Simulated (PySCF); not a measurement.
# C5H9ClO2S: the cost of one run

Programs: PySCF 2.14.0, with routines of our own; each step states its level. All values are computed. Atoms count from 0.

### 1 The starting structure

18 atoms, charge 0, multiplicity 1; geometry from: GFN2-xTB.

### 2 Magnetic properties: GIAO BHandHLYP/pcSseg-1

Job settings and geometry (Å):

```
{"job": {"kind": "mag", "xc": "BHandHLYP", "basis": "pcSseg-1", "isotopologues": 0}, "charge": 0, "multiplicity": 1}
O      1.427080     1.685568    -0.868445
S      1.913182     0.671922     0.010426
O      2.628884     1.072107     1.178946
Cl     3.198110    -0.475019    -1.089302
C      0.631592    -0.546578     0.425801
C     -0.376401     0.216707     1.270351
C     -1.370256     0.743896     0.237117
C     -1.496309    -0.423437    -0.739861
C     -0.062564    -0.958426    -0.862944
H      1.171320    -1.328678     0.950178
H     -0.872249    -0.462142     1.967591
H      0.109154     1.007691     1.841191
H     -0.945805     1.609008    -0.271316
H     -2.324000     1.024887     0.679577
H     -2.146423    -1.190855    -0.317127
H     -1.903203    -0.119454    -1.701189
H      0.445221    -0.484870    -1.704309
H     -0.036091    -2.036012    -1.018342
```

With the program's defaults for keys left out, this is: GIAO BHandHLYP/pcSseg-1 magnetisability, rotational g tensor and spin-rotation constants, non-relativistic, gas phase.

Started as:

```sh
$ OMP_NUM_THREADS=1 python excited_run.py task.json out
```

One launch serves the whole session: the jobs run in the order shown.

**Question.** How long does this first job take on 1 thread of Arm Neoverse V2, shared host, and how much memory does it need?

About 46 s, with a peak of 0.95 GiB.
